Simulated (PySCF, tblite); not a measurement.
# C₂H₈FNSi₃: geometry, infrared bands and NMR shifts

What infrared bands and NMR shifts should C₂H₈FNSi₃ (`N#C[SiH2][SiH2][C@H](F)[SiH3]`) show?

The runs use tblite 0.8.0 and PySCF 2.14.0, with density-fitted response routines of our own; the level of theory stands in each step. All values are computed, except where a source is named. Atoms count from 0, in the outputs and in this text.

**1. The starting structure**

15 atoms, charge 0, multiplicity 1; geometry from: force field or distance geometry start.

Bonds of the start (Å): N0–C1 1.16, C1–Si2 1.82, Si2–Si3 2.23, Si3–C4 1.87, C4–F5 1.37, C4–Si6 1.87, Si2–H7 1.47, Si2–H8 1.48, Si3–H9 1.47, Si3–H10 1.47, C4–H11 1.12, Si6–H12 1.48, Si6–H13 1.47, Si6–H14 1.48.

**2. Relaxing the molecule with GFN2-xTB**

What the job is given:

```
{"job": {"kind": "relax", "xc": "GFN2-xTB", "basis": "xTB"}, "charge": 0, "multiplicity": 1}
N     -2.938100     2.464000     0.473100
C     -2.657100     1.374200     0.201700
Si    -2.170800    -0.337100    -0.205200
Si    -0.230200    -0.370500    -1.313300
C      1.166100    -0.896600    -0.187300
F      0.696700    -1.453700     0.975200
Si     2.261200     0.544700     0.272700
H     -2.134600    -1.133400     1.029700
H     -3.203500    -0.939800    -1.074500
H     -0.362800    -1.400400    -2.360400
H      0.084800     0.946400    -1.880500
H      1.806800    -1.604000    -0.774700
H      1.488700     1.798600     0.437100
H      3.331500     0.782600    -0.712700
H      2.856900     0.233100     1.591500
```

The run is started by

```bash
$ OMP_NUM_THREADS=1 python probes_run.py task.json out
```

One launch serves the whole session: the jobs run in the order shown.

**Question.** This job is followed by: GFN2-xTB harmonic vibrations, gas phase; GIAO PBE0/pcSseg-1 NMR shielding, non-relativistic, gas phase. What will the session give for the following? strongest single infrared mode (GFN2-xTB); zero-point energy (GFN2-xTB); 13C shifts against TMS (PBE0/pcSseg-1); 1H shifts against TMS (PBE0/pcSseg-1, means over atoms taken as alike); 15N shifts against NH3 (PBE0/pcSseg-1); 29Si shifts against TMS (PBE0/pcSseg-1); 19F shifts against CFCl3 (PBE0/pcSseg-1).

As calculated:

```
                                                              quantity                                   value
                             strongest single infrared mode (GFN2-xTB)                    667 cm⁻¹, 510 km/mol
                                          zero-point energy (GFN2-xTB)                           52.3 kcal/mol
                                13C shifts against TMS (PBE0/pcSseg-1)                         123.1, 80.4 ppm
1H shifts against TMS (PBE0/pcSseg-1, means over atoms taken as alike)  5.76, 4.46, 4.40, 4.30, 4.23, 4.19 ppm
                                15N shifts against NH3 (PBE0/pcSseg-1)                               371.2 ppm
                               29Si shifts against TMS (PBE0/pcSseg-1)                -71.0, -71.3, -106.8 ppm
                              19F shifts against CFCl3 (PBE0/pcSseg-1)                              -290.8 ppm
```

In words: Over 132 steps the energy fell by 0.422 eV; of the close pairs, Si2–Si3 changed most, 2.235 to 2.317 Å. No mode is imaginary among the 39: a minimum at this level. The strongest single mode, at 667 cm⁻¹, is spread over several atoms, Si2, H8, H7, H9 among them. GFN2-xTB is a fitted tight-binding method: band positions and strengths are rough. Its intensities can rank the bands wrongly. The most deshielded carbon is C1 (nitrile carbon), at 123.1 ppm: C≡N carbons fall here, among the sp2 signals but without a proton. The most deshielded hydrogen is H11 (hydrogen on an sp3 CH bonded to F and 2 Si), at 5.76 ppm: its carbon carries F, an electronegative neighbour. At PBE0/pcSseg-1: Shielding is most anisotropic at N0 (span 597 ppm, paramagnetic term -441 ppm).
